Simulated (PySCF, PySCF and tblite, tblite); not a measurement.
# C3H9NOSi2: a path driven as rotation about a bond, and NMR exchange, part 2 of 2

PySCF and tblite. Atoms count from 0. Earlier steps stand in the parts before.

### 8 Shieldings, saddle of leg 1: PBE0/pcSseg-1

The job: settings as JSON, then the geometry in Å.

```
{"job": {"kind": "nmr", "xc": "PBE0", "basis": "pcSseg-1", "pop": false}, "charge": 0, "multiplicity": 1}
O      2.657739    -0.774170     0.278153
C      1.652795    -0.814543    -0.710143
C      1.311103     0.388810    -1.533479
C      0.437210     0.041541    -0.623919
N     -0.729898     0.267619     0.066947
Si    -2.087058    -0.704957    -0.443602
Si    -0.521564     1.093790     1.590158
H      2.708321     0.118480     0.637143
H      1.637638    -1.819526    -1.116467
H      1.630922     1.052847    -2.300303
H     -2.145772    -0.579966    -1.900233
H     -3.238687    -0.115112     0.228661
H     -1.908205    -2.109646    -0.062251
H     -1.863030     1.506287     1.980225
H      0.367391     2.224940     1.309667
H      0.091096     0.223606     2.599443
```

Output:

```text
coarse grid: 14240 points
cycle   1  E = -827.8958468014  dE =  9.817e-01  |g| = 6.766e-01  |ddm| = 3.701e+00
cycle   2  E = -827.8205747591  dE =  7.527e-02  |g| = 9.426e-01  |ddm| = 1.292e+00
cycle   3  E = -827.9811648447  dE = -1.606e-01  |g| = 9.505e-02  |ddm| = 8.170e-01
cycle   4  E = -827.9827628546  dE = -1.598e-03  |g| = 3.559e-02  |ddm| = 1.253e-01
cycle   5  E = -827.9830649341  dE = -3.021e-04  |g| = 1.055e-02  |ddm| = 5.158e-02
cycle   6  E = -827.9830864897  dE = -2.156e-05  |g| = 4.751e-03  |ddm| = 1.386e-02
cycle   7  E = -827.9830916771  dE = -5.187e-06  |g| = 1.024e-03  |ddm| = 4.982e-03
final grid: 128024 points
cycle   8  E = -828.0319926495  dE = -2.004e-05  |g| = 9.444e-03  |ddm| = 3.154e-02
cycle   9  E = -828.0319666000  dE =  2.605e-05  |g| = 1.482e-02  |ddm| = 2.075e-02
cycle  10  E = -828.0320103556  dE = -4.376e-05  |g| = 1.448e-03  |ddm| = 1.293e-02
cycle  11  E = -828.0320108289  dE = -4.734e-07  |g| = 3.475e-04  |ddm| = 1.600e-03
cycle  12  E = -828.0320108526  dE = -2.369e-08  |g| = 1.437e-04  |ddm| = 4.576e-04
cycle  13  E = -828.0320108570  dE = -4.364e-09  |g| = 2.270e-05  |ddm| = 1.514e-04
cycle  14  E = -828.0320108571  dE = -9.686e-11  |g| = 6.954e-06  |ddm| = 2.727e-05
converged SCF energy = -828.0320108571

GIAO shielding tensors (ppm)
atom      isotropic    diamagn.    paramagn.     s11        s22        s33       span
  0 O      241.331     389.681    -148.350    142.741    265.020    316.231    173.491
  1 C      132.085     248.513    -116.428     84.135     97.553    214.567    130.432
  2 C       71.720     259.344    -187.624    -30.385     65.225    180.319    210.704
  3 C       29.932     244.999    -215.067    -92.577     45.041    137.332    229.910
  4 N      236.394     332.146     -95.753    198.879    245.311    264.992     66.112
  5 Si     398.983     880.249    -481.266    355.898    374.809    466.241    110.343
  6 Si     393.339     880.727    -487.387    348.778    362.228    469.012    120.234
  7 H       32.280      32.786      -0.505     26.361     29.433     41.046     14.685
  8 H       27.656      30.878      -3.222     22.465     26.648     33.856     11.391
  9 H       24.969      33.535      -8.566     21.753     25.490     27.664      5.910
 10 H       27.233      29.272      -2.038     23.551     25.703     32.446      8.895
 11 H       26.870      29.807      -2.937     23.569     25.563     31.479      7.910
 12 H       26.794      29.472      -2.678     23.129     25.044     32.209      9.080
 13 H       26.754      30.098      -3.344     23.237     25.387     31.637      8.401
 14 H       27.118      30.011      -2.893     23.992     25.635     31.726      7.734
 15 H       26.763      29.929      -3.166     23.318     24.920     32.052      8.734
```

It took 30 s on 1 thread of Arm Neoverse V1, shared host; peak memory 0.85 GiB.

This run: HOMO -6.54 eV, LUMO -0.15 eV; dipole 2.03 D.

Orbitals, density, ELF and potential are computed afterwards from the orbital file.

Frontier orbitals at PBE0/pcSseg-1, with the share of their density that lies nearest to each atom:

| orbital | energy (eV) | lies on |
| --- | --- | --- |
| HOMO | -6.54 | N4 26 %; O0 24 %; C1 15 % |
| LUMO | -0.15 | C2, C3 about 22 % each; Si6 8 %; H9, H13 about 7 % each |

ELF in a plane through or near 6 of the atoms.

Values, 10 rows by 14 columns:
```
0.00 0.00 0.00 0.00 0.00 0.00 0.00 0.00 0.00 0.00 0.00 0.00 0.00 0.00
0.00 0.00 0.00 0.00 0.00 0.00 0.00 0.00 0.08 0.07 0.00 0.00 0.00 0.00
0.00 0.00 0.00 0.00 0.00 0.00 0.00 0.08 0.93 0.92 0.13 0.00 0.00 0.00
0.00 0.00 0.00 0.04 0.11 0.07 0.21 0.03 0.78 0.23 0.37 0.47 0.07 0.00
0.00 0.00 0.00 0.13 0.82 0.60 0.32 0.59 0.82 0.14 1.00 1.00 0.89 0.00
0.00 0.00 0.02 0.13 0.11 0.24 0.54 0.70 0.65 0.11 0.39 0.79 0.15 0.00
0.00 0.00 0.00 0.47 0.81 0.04 0.03 0.16 0.46 0.85 0.95 0.16 0.00 0.00
0.00 0.00 0.00 0.01 0.08 0.00 0.35 0.55 0.08 0.98 1.00 0.87 0.00 0.00
0.00 0.00 0.00 0.00 0.00 0.00 0.07 0.17 0.09 0.18 0.42 0.03 0.00 0.00
0.00 0.00 0.00 0.00 0.00 0.00 0.00 0.00 0.00 0.00 0.00 0.00 0.00 0.00
```
The map spans 11.6 Å across and 9.9 Å up, centred on the molecule. Atoms in the plane (x, y in Å): C3 (-0.6, 0.4), N4 (0.7, 0.0), Si5 (1.9, 1.3), Si6 (1.0, -1.7), H11 (3.2, 0.7), H13 (2.4, -2.0).

log10 of the density (e/Å³) in the same plane.

Values, 10 rows by 14 columns:
```
-4.0 -4.0 -4.0 -4.0 -4.0 -4.0 -4.0 -4.0 -4.0 -4.0 -4.0 -4.0 -4.0 -4.0
-4.0 -4.0 -4.0 -4.0 -4.0 -4.0 -4.0 -3.1 -2.5 -2.5 -3.0 -3.7 -4.0 -4.0
-4.0 -4.0 -4.0 -3.4 -2.8 -2.7 -2.7 -2.1 -1.1 -1.0 -1.9 -2.7 -3.6 -4.0
-4.0 -4.0 -3.3 -2.0 -1.3 -1.2 -1.4 -1.5 -0.5 -0.2 -0.8 -1.5 -2.5 -3.6
-4.0 -4.0 -2.6 -1.3 -0.2  0.2  0.2 -0.1  0.0  0.1  0.1 -0.3 -1.8 -3.2
-4.0 -4.0 -2.3 -1.2 -0.7 -0.5 -0.2  0.2  0.4 -0.9 -1.2 -1.4 -2.4 -3.5
-4.0 -4.0 -2.7 -1.3 -0.8 -1.5 -1.4 -0.5  0.6 -0.4 -0.9 -1.9 -3.0 -4.0
-4.0 -4.0 -3.8 -2.7 -2.2 -2.4 -1.3 -0.4 -0.1 -0.2 -0.7 -1.8 -3.1 -4.0
-4.0 -4.0 -4.0 -4.0 -3.9 -3.0 -2.1 -1.5 -1.5 -1.7 -2.1 -2.7 -3.7 -4.0
-4.0 -4.0 -4.0 -4.0 -4.0 -4.0 -3.3 -3.0 -3.1 -3.3 -3.5 -4.0 -4.0 -4.0
```
The map spans 11.6 Å across and 9.9 Å up, centred on the molecule. Atoms in the plane (x, y in Å): C3 (-0.6, 0.4), N4 (0.7, 0.0), Si5 (1.9, 1.3), Si6 (1.0, -1.7), H11 (3.2, 0.7), H13 (2.4, -2.0).

On the surface of density 0.002 e/bohr³ the electrostatic potential runs, from the 1st to the 99th percentile, from -1.68 V near O0 to 1.75 V near H7.

### 9 The path in numbers

The job: settings as JSON, then the geometry in Å.

```
{"job": {"smiles": "OC1C=C1N([SiH3])[SiH3]", "charge": 0, "mult": 1, "motion": "rotation", "what": "enamine", "atoms": [3, 4], "drives": [{"terms": [["t", [2, 3, 4, 5], 0.25], ["t", [2, 3, 4, 6], 0.25], ["t", [1, 3, 4, 5], 0.25], ["t", [1, 3, 4, 6], 0.25]], "by": 180, "n": 12}], "flip": [3, 4], "study": "path", "level": {"kind": "nmr", "xc": "PBE0", "basis": "pcSseg-1"}, "fields": [80, 100, 250], "first": 0, "seed": 954, "kind": "path"}, "charge": 0, "multiplicity": 1}
O      2.744393     0.794704    -0.242357
C      1.955702    -0.376138    -0.306261
C      1.126101    -0.709381    -1.499657
C      0.478270    -0.312379    -0.426967
N     -0.668504     0.021843     0.210111
Si    -2.145673    -0.169146    -0.716879
Si    -0.503047     0.442738     1.909207
H      2.373128     1.451293    -0.841766
H      2.460717    -1.130205     0.289621
H      1.125016    -1.029076    -2.512347
H     -1.970779     0.577582    -1.962974
H     -3.202394     0.386981     0.119137
H     -2.351734    -1.593007    -0.988654
H     -1.726445     1.171821     2.231325
H      0.689746     1.272425     2.034249
H     -0.392096    -0.791111     2.692802
```

Output:

```text
stationary points (kcal/mol above the start)
  n  kind          group   xTB      DFT    lowest mode
  0  minimum      C1       0.00     0.00      38.5
  1  saddle       C1       6.04     8.80     -57.0
  2  minimum      C1      -0.00     0.00      37.1

GFN2-xTB energies: T/K, barrier G, reaction G (kcal/mol), k forward, k back (1/s)
 150.00     6.18     0.00   6.25e+03   6.26e+03
 200.00     6.29     0.00   1.11e+06   1.11e+06
 250.00     6.42    -0.00   2.54e+07   2.54e+07
 298.15     6.55    -0.00   1.95e+08   1.95e+08
 350.00     6.70    -0.00    9.5e+08   9.48e+08
 400.00     6.86    -0.00   2.99e+09   2.98e+09
 500.00     7.18    -0.00   1.52e+10   1.51e+10

PBE0/pcSseg-1 + D3(BJ) energies: T/K, barrier G, reaction G (kcal/mol), k forward, k back (1/s)
 150.00     8.94     0.00      0.582      0.584
 200.00     9.06     0.00   1.05e+03   1.05e+03
 250.00     9.19     0.00    9.7e+04    9.7e+04
 298.15     9.32    -0.00   1.83e+06   1.83e+06
 350.00     9.47    -0.00   1.78e+07   1.78e+07
 400.00     9.62    -0.00   9.21e+07   9.19e+07
 500.00     9.94    -0.00   9.39e+08   9.36e+08
```

Wall time 80 s (1 thread of Arm Neoverse V1, shared host); peak memory 0.85 GiB. This counts the whole study up to here.

Barriers by level (kcal/mol; entropies in cal/(mol K)). Zero-point and thermal terms come from xTB in every row. ΔG‡ leaves symmetry out; the rate counts equivalent paths (a factor of 2); effective ΔG‡, where given, is the barrier that would give that rate by Eyring's equation alone:

| level | ΔE‡ | with zero-point | ΔH‡ | ΔS‡ | ΔG‡ (298 K) | ΔE of reaction | k at 298 K (1/s) | effective ΔG‡ |
| --- | --- | --- | --- | --- | --- | --- | --- | --- |
| GFN2-xTB | 6.04 | 5.94 | 5.36 | -4.0 | 6.55 | 0.00 | 2e+08 | 6.14 |
| PBE0/pcSseg-1 + D3(BJ) | 8.80 | 8.71 | 8.12 | -4.0 | 9.32 | 0.00 | 1.8e+06 | 8.91 |

Sites that the driver pairs across this motion, and where their lines would merge (no couplings; faster rotations or exchange between molecules can average them sooner):

| nucleus | sites: shielding (ppm) | proton frequency (MHz) | spread (Hz) | coalescence (K) | lines at 298 K |
| --- | --- | --- | --- | --- | --- |
| 29Si | Si5: 399.1; Si6: 395.0 | 80 | 65 | 184 | 1 |
| 29Si | Si5: 399.1; Si6: 395.0 | 100 | 81 | 186 | 1 |
| 29Si | Si5: 399.1; Si6: 395.0 | 250 | 202 | 193 | 1 |
| 1H | H10, H11, H12: 26.95; H13, H14, H15: 26.77 | 80 | 14 | 173 | 1 |
| 1H | H10, H11, H12: 26.95; H13, H14, H15: 26.77 | 100 | 18 | 174 | 1 |
| 1H | H10, H11, H12: 26.95; H13, H14, H15: 26.77 | 250 | 45 | 181 | 1 |

### 10 Shieldings, start: PBE/pcSseg-1

The job: settings as JSON, then the geometry in Å.

```
{"job": {"kind": "nmr", "xc": "PBE", "basis": "pcSseg-1", "pop": false}, "charge": 0, "multiplicity": 1}
O      2.744393     0.794704    -0.242357
C      1.955702    -0.376138    -0.306261
C      1.126101    -0.709381    -1.499657
C      0.478270    -0.312379    -0.426967
N     -0.668504     0.021843     0.210111
Si    -2.145673    -0.169146    -0.716879
Si    -0.503047     0.442738     1.909207
H      2.373128     1.451293    -0.841766
H      2.460717    -1.130205     0.289621
H      1.125016    -1.029076    -2.512347
H     -1.970779     0.577582    -1.962974
H     -3.202394     0.386981     0.119137
H     -2.351734    -1.593007    -0.988654
H     -1.726445     1.171821     2.231325
H      0.689746     1.272425     2.034249
H     -0.392096    -0.791111     2.692802
```

Output:

```text
coarse grid: 14240 points
cycle   1  E = -827.7820931632  dE =  8.616e-01  |g| = 8.123e-01  |ddm| = 3.762e+00
cycle   2  E = -827.4067645576  dE =  3.753e-01  |g| = 1.565e+00  |ddm| = 2.659e+00
cycle   3  E = -827.9026061514  dE = -4.958e-01  |g| = 2.215e-01  |ddm| = 2.230e+00
cycle   4  E = -827.9113921326  dE = -8.786e-03  |g| = 9.878e-02  |ddm| = 3.527e-01
cycle   5  E = -827.9136793248  dE = -2.287e-03  |g| = 2.809e-02  |ddm| = 1.467e-01
cycle   6  E = -827.9138476355  dE = -1.683e-04  |g| = 1.124e-02  |ddm| = 3.680e-02
cycle   7  E = -827.9138762994  dE = -2.866e-05  |g| = 2.403e-03  |ddm| = 1.202e-02
cycle   8  E = -827.9138774428  dE = -1.143e-06  |g| = 1.015e-03  |ddm| = 3.080e-03
final grid: 128024 points
cycle   9  E = -827.9791324547  dE = -1.251e-05  |g| = 1.544e-02  |ddm| = 4.655e-02
cycle  10  E = -827.9789851505  dE =  1.473e-04  |g| = 3.135e-02  |ddm| = 4.346e-02
cycle  11  E = -827.9791789477  dE = -1.938e-04  |g| = 2.435e-03  |ddm| = 3.057e-02
cycle  12  E = -827.9791801591  dE = -1.211e-06  |g| = 5.956e-04  |ddm| = 2.862e-03
cycle  13  E = -827.9791802202  dE = -6.108e-08  |g| = 2.881e-04  |ddm| = 7.231e-04
cycle  14  E = -827.9791802380  dE = -1.782e-08  |g| = 9.144e-05  |ddm| = 3.400e-04
cycle  15  E = -827.9791802402  dE = -2.205e-09  |g| = 1.491e-05  |ddm| = 1.186e-04
cycle  16  E = -827.9791802403  dE = -5.093e-11  |g| = 5.613e-06  |ddm| = 2.323e-05
converged SCF energy = -827.9791802403

GIAO shielding tensors (ppm)
atom      isotropic    diamagn.    paramagn.     s11        s22        s33       span
  0 O      223.598     388.873    -165.275    126.571    247.693    296.530    169.959
  1 C      123.564     247.062    -123.498     77.138     90.499    203.057    125.919
  2 C       93.339     256.834    -163.495     18.338     85.230    176.451    158.113
  3 C       37.284     252.067    -214.784    -74.856     41.307    145.400    220.256
  4 N      209.644     329.303    -119.659    136.438    242.131    250.362    113.924
  5 Si     386.191     881.875    -495.684    347.705    354.909    455.958    108.252
  6 Si     381.233     882.045    -500.813    340.333    357.005    446.360    106.026
  7 H       32.324      33.001      -0.677     27.095     29.255     40.622     13.527
  8 H       27.304      30.041      -2.737     22.318     26.531     33.063     10.745
  9 H       25.711      33.910      -8.199     23.317     25.370     28.444      5.127
 10 H       26.639      30.000      -3.361     23.287     25.059     31.571      8.284
 11 H       26.799      30.129      -3.330     23.189     26.023     31.183      7.994
 12 H       26.750      29.567      -2.817     23.316     24.774     32.160      8.844
 13 H       26.731      30.369      -3.638     23.081     26.106     31.006      7.924
 14 H       26.349      30.122      -3.773     22.657     26.070     30.320      7.663
 15 H       26.539      29.718      -3.179     23.289     24.187     32.142      8.853
```

It took 34 s on 1 thread of Arm Neoverse V1, shared host; peak memory 0.71 GiB.

Key values: HOMO -5.43 eV, LUMO -0.94 eV; dipole 2.36 D.

### 11 Single-point energy, saddle of leg 1: PBE/pcSseg-1

The job: settings as JSON, then the geometry in Å.

```
{"job": {"kind": "sp", "xc": "PBE", "basis": "pcSseg-1", "pop": false}, "charge": 0, "multiplicity": 1}
O      2.657739    -0.774170     0.278153
C      1.652795    -0.814543    -0.710143
C      1.311103     0.388810    -1.533479
C      0.437210     0.041541    -0.623919
N     -0.729898     0.267619     0.066947
Si    -2.087058    -0.704957    -0.443602
Si    -0.521564     1.093790     1.590158
H      2.708321     0.118480     0.637143
H      1.637638    -1.819526    -1.116467
H      1.630922     1.052847    -2.300303
H     -2.145772    -0.579966    -1.900233
H     -3.238687    -0.115112     0.228661
H     -1.908205    -2.109646    -0.062251
H     -1.863030     1.506287     1.980225
H      0.367391     2.224940     1.309667
H      0.091096     0.223606     2.599443
```

Output:

```text
coarse grid: 14240 points
cycle   1  E = -827.7654361804  dE =  8.665e-01  |g| = 8.204e-01  |ddm| = 3.748e+00
cycle   2  E = -827.3544249152  dE =  4.110e-01  |g| = 1.625e+00  |ddm| = 2.593e+00
cycle   3  E = -827.8844012392  dE = -5.300e-01  |g| = 2.475e-01  |ddm| = 2.131e+00
cycle   4  E = -827.8960105835  dE = -1.161e-02  |g| = 1.021e-01  |ddm| = 3.808e-01
cycle   5  E = -827.8982038944  dE = -2.193e-03  |g| = 4.654e-02  |ddm| = 1.590e-01
cycle   6  E = -827.8986349414  dE = -4.310e-04  |g| = 2.243e-02  |ddm| = 5.972e-02
cycle   7  E = -827.8987508246  dE = -1.159e-04  |g| = 7.048e-03  |ddm| = 2.679e-02
cycle   8  E = -827.8987612183  dE = -1.039e-05  |g| = 1.590e-03  |ddm| = 8.113e-03
cycle   9  E = -827.8987618193  dE = -6.010e-07  |g| = 3.171e-04  |ddm| = 2.395e-03
final grid: 128024 points
cycle  10  E = -827.9646266602  dE = -1.688e-05  |g| = 1.455e-02  |ddm| = 4.214e-02
cycle  11  E = -827.9644864890  dE =  1.402e-04  |g| = 2.998e-02  |ddm| = 4.139e-02
cycle  12  E = -827.9646675533  dE = -1.811e-04  |g| = 3.467e-03  |ddm| = 2.956e-02
cycle  13  E = -827.9646700842  dE = -2.531e-06  |g| = 1.056e-03  |ddm| = 3.878e-03
cycle  14  E = -827.9646703217  dE = -2.375e-07  |g| = 4.163e-04  |ddm| = 1.466e-03
cycle  15  E = -827.9646703626  dE = -4.084e-08  |g| = 7.323e-05  |ddm| = 4.700e-04
cycle  16  E = -827.9646703639  dE = -1.279e-09  |g| = 1.593e-05  |ddm| = 1.051e-04
cycle  17  E = -827.9646703639  dE = -5.730e-11  |g| = 5.377e-06  |ddm| = 2.518e-05
converged SCF energy = -827.9646703639
```

Run time: 26 s. Hardware: 1 thread of Arm Neoverse V1, shared host; peak memory 0.49 GiB.

This run: HOMO -5.17 eV, LUMO -1.15 eV; dipole 1.91 D.

### 12 Second level: PBE/pcSseg-1 + D3(BJ)

The job: settings as JSON, then the geometry in Å.

```
{"job": {"smiles": "OC1C=C1N([SiH3])[SiH3]", "charge": 0, "mult": 1, "motion": "rotation", "what": "enamine", "atoms": [3, 4], "drives": [{"terms": [["t", [2, 3, 4, 5], 0.25], ["t", [2, 3, 4, 6], 0.25], ["t", [1, 3, 4, 5], 0.25], ["t", [1, 3, 4, 6], 0.25]], "by": 180, "n": 12}], "flip": [3, 4], "study": "path", "level": {"kind": "nmr", "xc": "PBE", "basis": "pcSseg-1", "wide": true}, "fields": [80, 100, 250], "first": 0, "seed": 954, "kind": "pathvar"}, "charge": 0, "multiplicity": 1}
O      2.744393     0.794704    -0.242357
C      1.955702    -0.376138    -0.306261
C      1.126101    -0.709381    -1.499657
C      0.478270    -0.312379    -0.426967
N     -0.668504     0.021843     0.210111
Si    -2.145673    -0.169146    -0.716879
Si    -0.503047     0.442738     1.909207
H      2.373128     1.451293    -0.841766
H      2.460717    -1.130205     0.289621
H      1.125016    -1.029076    -2.512347
H     -1.970779     0.577582    -1.962974
H     -3.202394     0.386981     0.119137
H     -2.351734    -1.593007    -0.988654
H     -1.726445     1.171821     2.231325
H      0.689746     1.272425     2.034249
H     -0.392096    -0.791111     2.692802
```

Output:

```text
stationary points (kcal/mol above the start)
  n  kind          group   xTB      DFT    lowest mode
  0  minimum      C1       0.00     0.00      38.5
  1  saddle       C1       6.04     9.11     -57.0
  2  minimum      C1      -0.00     0.00      37.1

GFN2-xTB energies: T/K, barrier G, reaction G (kcal/mol), k forward, k back (1/s)
 150.00     6.18     0.00   6.25e+03   6.26e+03
 200.00     6.29     0.00   1.11e+06   1.11e+06
 250.00     6.42    -0.00   2.54e+07   2.54e+07
 298.15     6.55    -0.00   1.95e+08   1.95e+08
 350.00     6.70    -0.00    9.5e+08   9.48e+08
 400.00     6.86    -0.00   2.99e+09   2.98e+09
 500.00     7.18    -0.00   1.52e+10   1.51e+10

PBE0/pcSseg-1 + D3(BJ) energies: T/K, barrier G, reaction G (kcal/mol), k forward, k back (1/s)
 150.00     8.94     0.00      0.582      0.584
 200.00     9.06     0.00   1.05e+03   1.05e+03
 250.00     9.19     0.00    9.7e+04    9.7e+04
 298.15     9.32    -0.00   1.83e+06   1.83e+06
 350.00     9.47    -0.00   1.78e+07   1.78e+07
 400.00     9.62    -0.00   9.21e+07   9.19e+07
 500.00     9.94    -0.00   9.39e+08   9.36e+08

PBE/pcSseg-1 + D3(BJ) energies: T/K, barrier G, reaction G (kcal/mol), k forward, k back (1/s)
 150.00     9.25     0.00      0.211      0.212
 200.00     9.36     0.00        491        492
 250.00     9.49     0.00   5.28e+04   5.28e+04
 298.15     9.62    -0.00    1.1e+06    1.1e+06
 350.00     9.77    -0.00   1.15e+07   1.15e+07
 400.00     9.92    -0.00    6.3e+07   6.29e+07
 500.00    10.25    -0.00   6.93e+08    6.9e+08
```

Wall time 2.3 min (1 thread of Arm Neoverse V1, shared host); peak memory 0.85 GiB. This counts the runs that the step sums up.

Barriers by level (kcal/mol; entropies in cal/(mol K)). Zero-point and thermal terms come from xTB in every row. ΔG‡ leaves symmetry out; the rate counts equivalent paths (a factor of 2); effective ΔG‡, where given, is the barrier that would give that rate by Eyring's equation alone:

| level | ΔE‡ | with zero-point | ΔH‡ | ΔS‡ | ΔG‡ (298 K) | ΔE of reaction | k at 298 K (1/s) | effective ΔG‡ |
| --- | --- | --- | --- | --- | --- | --- | --- | --- |
| GFN2-xTB | 6.04 | 5.94 | 5.36 | -4.0 | 6.55 | 0.00 | 2e+08 | 6.14 |
| PBE0/pcSseg-1 + D3(BJ) | 8.80 | 8.71 | 8.12 | -4.0 | 9.32 | 0.00 | 1.8e+06 | 8.91 |
| PBE/pcSseg-1 + D3(BJ) | 9.11 | 9.01 | 8.43 | -4.0 | 9.62 | 0.00 | 1.1e+06 | 9.21 |

### 13 Summary of results

What follows sums up all 2 parts.

| quantity | value |
| --- | --- |
| barrier (PBE0/pcSseg-1 + D3(BJ)) | ΔE‡ 8.8, ΔG‡(298 K) 9.3 kcal/mol |
| barrier (GFN2-xTB) | ΔE‡ 6.0 kcal/mol |
| rate at 298 K | 1.8e+06 s⁻¹ |
| end of the path | the start, renumbered or mirrored |
| coalescence of 29Si Si5 | 193 K at 250 MHz |

What this shows: DFT puts the top 8.8 kcal/mol above the start (xTB: 6.0); the rate from the DFT barrier is 1.8e+06 s⁻¹ at 298 K. An error of 1.4 kcal/mol changes that rate tenfold. The 29Si lines of Si5 and its partners, 202 Hz apart at 250 MHz, merge at 193 K, so by this path alone the exchange at 298 K is fast for them; other paths were not followed. PBE/pcSseg-1 + D3(BJ) moves the barrier from 8.8 to 9.1 kcal/mol.
